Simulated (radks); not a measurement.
# The first electron to leave Pr

The task here is to estimate one member of a computed series from the others.

The numbers are computed with radks (a radial shooting solver on a logarithmic mesh, Libxc functionals) version 1 (Dirac Kohn-Sham, BLYP, spin-unpolarised, spherical densities, finite nucleus), except any that are marked as measured or tabulated.

5 further runs of the same task are left out: 1 that didn't finish, 4 set aside as unsound or not needed.

## The atom as given

```
element            : praseodymium (Z = 59)
charge             : 0
electrons          : 59
configuration      : [Xe] 4f(5/2: 3, 7/2: 0) 6s2
nuclear rms radius : 4.8919 fm
```

A shell typed twice in an input gives the lower j, then the higher j.

Set-up of the first run:

Input:

```text
Z 59
configuration [Xe] 4f3 4f0 6s2
relativity Dirac
functional b88,lyp
spin unpolarised
j_filling energy
nucleus finite rms 4.8919 fm
c 137.035999084
```

Steps of the session up to this table: The parent, Pr.

One of the session's tables, all rows but one given; the rest of the session is left out.

It belongs to the step «The parent, Pr». From the orbitals of this run (lengths in bohr):

```
level     <r>  outermost maximum (interpolated)  90 % within  nodes
4d3/2  0.7218                             0.631         1.09      1
4d5/2  0.7319                             0.639         1.10      1
5s1/2   1.508                              1.35         2.17      4
5p1/2   1.709                              1.48         2.51      3
5p3/2       ?                                 ?            ?      ?
6s1/2   4.485                              3.80         6.64      5
4f5/2   1.208                             0.690         2.17      0
4f7/2   1.241                             0.695         2.24      0
```

**Question.** Estimate the row for 5p3/2.

As computed: <r>: 1.801; outermost maximum (interpolated): 1.56; 90 % within: 2.65; nodes: 3. In the column «<r>» it lies between 5p1/2 (1.709) and 6s1/2 (4.485).

To keep in mind: Spin polarisation and multiplet splitting are left out, so open shells lie too high by an amount that depends on their filling.
